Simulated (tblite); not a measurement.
# C6H14BFO: the cost of one run

Computed with tblite 0.8.0 and PySCF 2.14.0, with density-fitted response routines of our own, on a single molecule in the gas phase. Atoms are numbered from 0 throughout.

## (1) Starting geometry

23 atoms, charge 0, multiplicity 1; geometry from: force field or distance geometry start.

Bonds of the start (Å): C0–O1 1.44, O1–C2 1.43, O1–B3 1.51, B3–C4 1.62, C4–C5 1.53, C5–C6 1.52, C6–C7 1.53, C7–F8 1.38, C7–C5 1.52, C0–H9 1.12, C0–H10 1.11, C0–H11 1.11, C2–H12 1.11, C2–H13 1.12, C2–H14 1.10, B3–H15 1.18, B3–H16 1.19, C4–H17 1.12, C4–H18 1.11, C5–H19 1.12, C6–H20 1.11, C6–H21 1.11, C7–H22 1.12.

## (2) Optimising the geometry with GFN2-xTB

Job settings and geometry (Å):

```
{"job": {"kind": "relax", "xc": "GFN2-xTB", "basis": "xTB"}, "charge": 0, "multiplicity": 1}
C      2.320400    -0.841900    -0.116600
O      1.393500     0.151800     0.346000
C      2.152900     1.229100     0.900100
B      0.540200     0.652700    -0.792500
C     -0.712600    -0.339900    -1.030700
C     -1.455900    -0.639400     0.271600
C     -2.916500    -1.015000     0.102200
C     -2.539700     0.337600     0.701100
F     -2.772200     1.385400    -0.167700
H      1.766200    -1.719500    -0.524200
H      2.913400    -1.239700     0.727300
H      3.007700    -0.450500    -0.890700
H      2.785900     1.734900     0.146900
H      1.466200     1.988000     1.345100
H      2.786100     0.892500     1.735600
H      1.164100     0.759700    -1.785100
H      0.087300     1.727800    -0.536500
H     -0.350100    -1.299100    -1.469700
H     -1.377200     0.133700    -1.789400
H     -0.925500    -1.173500     1.102900
H     -3.328400    -0.962600    -0.922400
H     -3.293900    -1.742700     0.857700
H     -2.716400     0.457600     1.799200
```

Run with:

```sh
$ OMP_NUM_THREADS=1 python probes_run.py task.json out
```

This one command runs all jobs of the session in turn.

Q: Estimate the wall time of this first job on 1 thread of Arm Neoverse N1, shared host.

About 1.2 s.
